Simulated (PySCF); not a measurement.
# C4H8Si: the cost of one run

Programs: PySCF 2.14.0, with density-fitted response routines of our own. Each step states its level of theory. These are calculated values for one molecule in the gas phase, unless marked as measured. Atoms are numbered from 0 throughout.

### 1 The molecule as given

13 atoms, charge 0, multiplicity 1; geometry from: GFN2-xTB. The atoms were then displaced at random by about 0.01 Å, so the start is not that level's minimum.

Bonds of the start (Å): Si0–C1 1.89, C1–C2 1.52, C2–C3 1.50, C3–C4 1.47, C3–C1 1.47, C4–C1 1.50, Si0–H5 1.48, Si0–H6 1.45, Si0–H7 1.44, C2–H8 1.06, C2–H9 1.09, C3–H10 1.06, C4–H11 1.09, C4–H12 1.10.

### 2 Geometry optimisation at PBE0-D3(BJ)/def2-SVP

The job: settings as JSON, then the geometry in Å.

```
{"job": {"xc": "PBE0", "basis": "def2-SVP", "d3": "d3bj", "grid": 1, "shake": 0.01, "kind": "geom"}, "charge": 0, "multiplicity": 1}
Si     1.803650    -0.602260    -0.213340
C      0.035920    -0.065480     0.167540
C     -1.295080    -0.784390     0.036310
C     -1.041690     0.529060    -0.636760
C     -0.575640     1.250290     0.551270
H      2.531070     0.590350    -0.698880
H      1.760080    -1.618450    -1.248730
H      2.413980    -1.096020     0.999260
H     -1.303870    -1.670250    -0.547430
H     -1.933410    -0.831020     0.918610
H     -1.182470     0.817050    -1.647970
H      0.020080     2.154470     0.411300
H     -1.226810     1.309760     1.438170
```

Started as:

```bash
$ OMP_NUM_THREADS=1 python probes_run.py task.json out
```

One launch serves the whole session: the jobs run in the order shown.

**Question.** How long does this first job take on 1 thread of Intel Xeon Platinum 8488C, shared host, and how much memory does it need?

About 41 s, with a peak of 0.49 GiB.
